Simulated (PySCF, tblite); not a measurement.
# C5H8NPSi: geometry, infrared bands and NMR shifts

Wanted: the infrared bands and NMR shifts of C5H8NPSi (`[SiH3]Pc1ccccn1`), by calculation.

Programs: tblite 0.8.0 and PySCF 2.14.0, with density-fitted response routines of our own. Each step states its level of theory. These are calculated values for one molecule in the gas phase, unless marked as measured. Atoms are numbered from 0 throughout.

## Step 1: Starting geometry

16 atoms, charge 0, multiplicity 1; geometry from: force field or distance geometry start.

Bonds of the start (Å): Si0–P1 2.22, P1–C2 1.82, C2–C3 1.38, C3–C4 1.39, C4–C5 1.37, C5–C6 1.40, C6–N7 1.34, N7–C2 1.35, Si0–H8 1.46, Si0–H9 1.46, Si0–H10 1.47, P1–H11 1.49, C3–H12 1.08, C4–H13 1.08, C5–H14 1.10, C6–H15 1.10.

## Step 2: Optimising the geometry with GFN2-xTB

The job: settings as JSON, then the geometry in Å.

```
{"job": {"kind": "relax", "xc": "GFN2-xTB", "basis": "xTB"}, "charge": 0, "multiplicity": 1}
Si     3.110900     0.536200     0.447300
P      1.693200    -1.096000    -0.035900
C     -0.023900    -0.480700    -0.007900
C     -1.099400    -1.300000    -0.307700
C     -2.356700    -0.717600    -0.246900
C     -2.565700     0.599000     0.048700
C     -1.428400     1.371600     0.325800
N     -0.199500     0.827200     0.297400
H      2.761100     1.061100     1.768200
H      3.097900     1.561900    -0.590700
H      4.440700    -0.082500     0.586500
H      1.788400    -2.033200     1.113100
H     -0.958500    -2.350900    -0.533300
H     -3.184900    -1.368200    -0.482800
H     -3.566200     1.050000     0.081800
H     -1.516400     2.431100     0.594800
```

The run is started by

```
$ OMP_NUM_THREADS=1 python probes_run.py task.json out
```

One launch serves the whole session: the jobs run in the order shown.

**Question.** This job is followed by: GFN2-xTB harmonic vibrations, gas phase; GIAO PBE0/pcSseg-1 NMR shielding, non-relativistic, gas phase. Predict these results of the whole session: strongest single infrared mode (GFN2-xTB); zero-point energy (GFN2-xTB); ¹³C shifts against TMS (PBE0/pcSseg-1); ¹H shifts against TMS (PBE0/pcSseg-1, means over atoms taken as alike); ²⁹Si shifts against TMS (PBE0/pcSseg-1); ³¹P shifts against H3PO4 (PBE0/pcSseg-1); ¹⁵N shifts against NH3 (PBE0/pcSseg-1).

As calculated:

| quantity | value |
| --- | --- |
| strongest single infrared mode (GFN2-xTB) | 2298 cm⁻¹, 360 km/mol |
| zero-point energy (GFN2-xTB) | 68.6 kcal/mol |
| ¹³C shifts against TMS (PBE0/pcSseg-1) | 170.9, 154.4, 140.8, 133.1, 125.4 ppm |
| ¹H shifts against TMS (PBE0/pcSseg-1, means over atoms taken as alike) | 8.69, 7.76, 7.76, 7.20, 4.30, 3.94 ppm |
| ²⁹Si shifts against TMS (PBE0/pcSseg-1) | -85.8 ppm |
| ³¹P shifts against H3PO4 (PBE0/pcSseg-1) | -154.2 ppm |
| ¹⁵N shifts against NH3 (PBE0/pcSseg-1) | 359.7 ppm |

In words: Over 113 steps the energy fell by 0.499 eV; of the close pairs, P1–H11 changed most, 1.486 to 1.390 Å. All 42 modes are real, so the xTB geometry is a minimum. The strongest single mode, at 2298 cm⁻¹, moves mainly H9 and H11. Unscaled tight-binding wavenumbers are off by several per cent, some by more. Its intensities can rank the bands wrongly. At PBE0/pcSseg-1: Shielding is most anisotropic at N7 (span 628 ppm, paramagnetic term -426 ppm). NICS(1)zz of -26 ppm above the planar ring from C2 marks a diatropic (aromatic) ring current.
